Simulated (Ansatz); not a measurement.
**LiLaO2: a single-point run**

Aim: a sound single-point run of LiLaO2. The structure is shown as the input types it. The cell is built on a prototype (ordering on rocksalt) and needn't be the phase found in nature.

Method: density functional or hybrid calculation with the settings of its input, plane waves (as first typed), in Ansatz 0.2.0.

3 further runs of the same task are left out: 1 for a known fault of the program, 2 that didn't finish.

### Step 1. The system as given

Symmetry: P4/mmm, No. 123, tetragonal system. Conventional cell: a = 3.557 Å, b = 3.557 Å, c = 4.592 Å, α = 90.00°, β = 90.00°, γ = 90.00°. Li (site symmetry 4/mmm) is surrounded by 6 O at 2.30 to 2.52 Å. O (site symmetry 4/mmm) is surrounded by 2 Li at 2.30 Å and 4 La at 2.52 Å. La (site symmetry 4/mmm) is surrounded by 6 O at 2.30 to 2.52 Å. O (site symmetry 4/mmm) has 2 La at 2.30 Å and 4 Li at 2.52 Å as nearest neighbours.

As a file:

```cif
data_structure
_symmetry_space_group_name_H-M 'P4/mmm'
_symmetry_Int_Tables_number 123
_cell_length_a 3.5573
_cell_length_b 3.5573
_cell_length_c 4.5925
_cell_angle_alpha 90.000
_cell_angle_beta 90.000
_cell_angle_gamma 90.000
_cell_volume 58.11
loop_
_atom_site_label
_atom_site_type_symbol
_atom_site_symmetry_multiplicity
_atom_site_Wyckoff_symbol
_atom_site_fract_x
_atom_site_fract_y
_atom_site_fract_z
_atom_site_occupancy
Li1 Li 1 a 0.00000 0.00000 0.00000 1
O1 O 1 b 0.00000 0.00000 0.50000 1
La1 La 1 d 0.50000 0.50000 0.50000 1
O2 O 1 c 0.50000 0.50000 0.00000 1
```

### Step 2. Input and run

Input file input.yaml:

```yaml
crystal:
  lattice:
    - [3.5572751326, 0.0, 0.0]
    - [0.0, 3.5572751326, 0.0]
    - [0.0, 0.0, 4.5924944311]
  atoms:
    - { symbol: Li, position: [0.0, 0.0, 0.0] }
    - { symbol: O, position: [0.0, 0.0, 0.5] }
    - { symbol: La, position: [0.5, 0.5, 0.5] }
    - { symbol: O, position: [0.5, 0.5, 0.0] }
kpoints:
  mp_grid: { grid: [6, 6, 4] }
hamiltonian:
  xc: b3pw
scf:
  occupations: { method: fixed }
  n_extra_bands: 5
output:
  forces: true
  stress: true
  eigenvalues: true
```

Started as:

```sh
$ ansatz run input.yaml --threads 4 --pin off --max-ram 3686MiB --backend cpu --events-out ev --progress --plain --runs-dir out
```

What happens when this is run?

The run ended at the input check. The line that matters: «line 14 column 7: hamiltonian.xc: unknown variant `b3pw`, expected one of `lda`, `lda-pw`, `pw92`, `pbe`, `pbesol`, `rpbe`, `revpbe`, `blyp`, ...»

The suspect setting: hamiltonian.xc is b3pw. The functional or method isn't one that the program knows by that name.

Fix: set hamiltonian.xc to r2scan. Any name on the list would pass the check; a listed functional of a like name need not be the same functional.
